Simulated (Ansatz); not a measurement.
# C4H8BN: up Jacob's ladder to CCSD(T)

How much do the methods differ for C4H8BN? The plan is to run it at one geometry with functionals of several rungs and with coupled cluster. The yardstick is the atomisation energy at the CCSD(T) limit.

Method: functionals in def2-TZVPP, the program's frozen cores in correlated methods; program: Ansatz 0.2.0, Gaussian basis.

The runs, in order: PBE-D4, r2SCAN-D4, PBE0-D4, B3LYP-D4, ωB97X-V, ωB97M-V, B2PLYP; CCSD(T)/def2-TZVPP; MP2/def2-QZVPP; extrapolation to the limit.

**1. Structure used throughout**

All runs share one geometry, relaxed beforehand with PBE0-D4 in a triple-zeta def2 set.

SMILES `BCC=C=NC`, 14 atoms, charge 0, spin multiplicity 1.

Atoms are counted from 1 here; the program's logs count them from 0.

Bond lengths: B1–C2 1.550 Å, B1–H7 1.198 Å, B1–H8 1.198 Å, C2–C3 1.500 Å, C2–H9 1.094 Å, C2–H10 1.113 Å, C3–C4 1.309 Å, C3–H11 1.086 Å, C4–N5 1.216 Å, N5–C6 1.449 Å, C6–H12 1.095 Å, C6–H13 1.092 Å, C6–H14 1.092 Å. Angles: C2–B1–H7 119.4°, C2–B1–H8 121.4°, H7–B1–H8 119.0°, B1–C2–C3 118.1°, B1–C2–H9 112.4°, B1–C2–H10 99.4°, C3–C2–H9 111.7°, C3–C2–H10 110.3°, H9–C2–H10 103.2°, C2–C3–C4 123.9°, C2–C3–H11 118.9°, C4–C3–H11 117.2°, C3–C4–N5 175.2°, C4–N5–C6 122.9°, N5–C6–H12 113.1°, N5–C6–H13 108.7°, N5–C6–H14 108.7°, H12–C6–H13 109.4° and more.

**2. PBE-D4 (GGA)**

Contents of in.yaml:

```yaml
crystal:
  periodic: [false, false, false]
  atoms:
    - {symbol: B, position_ang: [-2.820595, 0.711467, -0.595629]}
    - {symbol: C, position_ang: [-1.414716, 0.710503, 0.056471]}
    - {symbol: C, position_ang: [-0.597839, -0.544536, -0.028272]}
    - {symbol: C, position_ang: [0.687510, -0.564467, -0.274694]}
    - {symbol: N, position_ang: [1.857813, -0.577727, -0.602831]}
    - {symbol: C, position_ang: [2.945103, -0.555214, 0.354846]}
    - {symbol: H, position_ang: [-3.402983, 1.748652, -0.734908]}
    - {symbol: H, position_ang: [-3.375647, -0.310352, -0.883475]}
    - {symbol: H, position_ang: [-0.829217, 1.594105, -0.214052]}
    - {symbol: H, position_ang: [-1.704070, 0.911749, 1.112394]}
    - {symbol: H, position_ang: [-1.095123, -1.502346, 0.088954]}
    - {symbol: H, position_ang: [2.602253, -0.524633, 1.393891]}
    - {symbol: H, position_ang: [3.563127, -1.442266, 0.203016]}
    - {symbol: H, position_ang: [3.571486, 0.315963, 0.153189]}
basis:
  gaussian: {orbitals: def2-TZVPP}
hamiltonian: {xc: pbe, dispersion: d4}
output: {forces: true, orbitals: {seedname: orbitals}}
```

On the command line:

```sh
$ ansatz run in.yaml --threads 4 --pin off --events-out ev --progress --plain --max-ram 10444MiB
```

Further steps of the session: r2SCAN-D4 (meta-GGA); PBE0-D4 (hybrid); B3LYP-D4 (hybrid); ωB97X-V (range-separated); ωB97M-V (range-separated); B2PLYP (double hybrid); CCSD(T) in def2-TZVPP; MP2 in def2-QZVPP.

Q: Predict the results of all the runs planned. Wanted: atomisation energy, CCSD(T)/CBS; farthest; mean size of error, hybrid; mean size of error, range-separated; gap, smallest and largest; T1 diagnostic; triples share of the correlation energy.

**Answer**, as computed:

| quantity | value |
| --- | --- |
| atomisation energy, CCSD(T)/CBS | 5594.2 kJ/mol |
| functionals within 28.0 kJ/mol (0.5 %) | B2PLYP |
| farthest | PBE-D4 (+204.4 kJ/mol) |
| mean size of error, hybrid | 78.0 kJ/mol |
| mean size of error, range-separated | 44.5 kJ/mol |
| gap, smallest and largest | 2.74 eV (PBE-D4), 9.34 eV (ωB97X-V) |
| T1 diagnostic | 0.0127 |
| triples share of the correlation energy | 4.3 % |

What this shows: PBE-D4 is off by +204.4 kJ/mol. Double hybrids carry the basis error of their MP2 part in triple zeta, and no dispersion term here, so their miss is partly the set-up's. Misses under about 28.0 kJ/mol are within the doubt on the reference itself, which lacks core-valence correlation, relativity and higher excitations. Hartree-Fock recovers 74 % of the binding; the rest is correlation. The gap grows from 2.7 to 9.3 eV across the functionals, mostly with the share of exact exchange.
